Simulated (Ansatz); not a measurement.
This script makes a convergence test of the plane-wave cutoff of TlCuCl₃, space group Pm-3m with Ansatz 0.2.0, Python API.

The script, `ecut.py`:
```python
"""Convergence of TlCuCl3 with the plane-wave cutoff."""

import ansatz as az
import numpy as np
from tabulate import tabulate

vectors = np.array([
    [4.8201, 0.0, 0.0],
    [0.0, 4.8201, 0.0],
    [0.0, 0.0, 4.8201],
])
xtal = (
    az.Lattice.of(vectors)
    .atom("Tl", (0.0, 0.0, 0.0))
    .atom("Cu", (0.5, 0.5, 0.5))
    .atom("Cl", (0.0, 0.5, 0.5))
    .atom("Cl", (0.5, 0.0, 0.5))
    .atom("Cl", (0.5, 0.5, 0.0))
)

calc = (
    xtal.calculation()
    .occupations("methfessel_paxton", width=0.15)
    .kpoints(spacing=0.26)
    .functional("pbesol")
)

rows = []
for value in [300, 350, 400, 450, 500]:
    data = calc.basis(value).run(threads=1, pin="off").report
    rows.append((value, data["free_energy_ev"] / len(data["lattice"]["sites"]), data["n_iterations"], data["n_pw"]))

print(tabulate(rows, headers=["cutoff (eV)", "F/atom (eV)", "iterations", "plane waves"], floatfmt=".4f", tablefmt="github"))

# differences from the last row
for row in rows[:-1]:
    shift = 1000 * (row[1] - rows[-1][1])
    print(f"{row[0]}: {shift:+.2f} meV/atom" + ("  (within 1 meV)" if abs(shift) < 1 else ""))
```

From which cutoff on is the energy per atom within 1 meV of the last row, and how does it get there?

From 450 eV on it stays within 1 meV an atom of the value at 500 eV; the first row (300 eV) is off by 69.9 meV and the last but one by 0.44 meV. The energy falls steadily, as expected when plane waves are added.

What the script printed:

`python ecut.py` gives:
```text
DeckWarning: basis.ecutwfc = 300 eV is below the records' recommended 420 eV, and the density's cutoff is lower with it unless basis.ecutrho_ratio is high enough to keep the records' density cutoff: compare with a run at a higher cutoff
DeckWarning: basis.ecutwfc = 350 eV is below the records' recommended 420 eV, and the density's cutoff is lower with it unless basis.ecutrho_ratio is high enough to keep the records' density cutoff: compare with a run at a higher cutoff
DeckWarning: basis.ecutwfc = 400 eV is below the records' recommended 420 eV, and the density's cutoff is lower with it unless basis.ecutrho_ratio is high enough to keep the records' density cutoff: compare with a run at a higher cutoff
|   cutoff (eV) |   F/atom (eV) |   iterations |   plane waves |
|---------------|---------------|--------------|---------------|
|           300 |    -4213.9946 |            8 |          1357 |
|           350 |    -4214.0600 |            6 |          1743 |
|           400 |    -4214.0634 |            8 |          2007 |
|           450 |    -4214.0640 |            9 |          2469 |
|           500 |    -4214.0645 |            9 |          2897 |
300: +69.92 meV/atom
350: +4.43 meV/atom
400: +1.05 meV/atom
450: +0.44 meV/atom  (within 1 meV)
```
(Warnings from the package without file and line.)

Reading the output:
- The cell holds an odd number of electrons and is run without spin, so a magnetic state may lie lower.
- The mesh is modest for a metal, so energies can be off by several to tens of meV an atom and pressures by half a GPa or more; differences at equal mesh fare better.
- Without a Hubbard U or exact exchange, semilocal functionals often make such 3d compounds metallic or too weakly gapped.
- Spin-orbit coupling, which matters for elements this heavy, is left out.
- This cell is a computed structure, which may not be the phase found in nature.
- Shifts are counted from the last row, which is itself no proven limit.
- The whole script took 16 s on 1 thread of Intel(R) Xeon(R) Platinum 8375C CPU @ 2.90GHz (Ice Lake) (shared host), peak memory 0.51 GiB.

(Lines on the test bed's own set-up are left out of the output.)
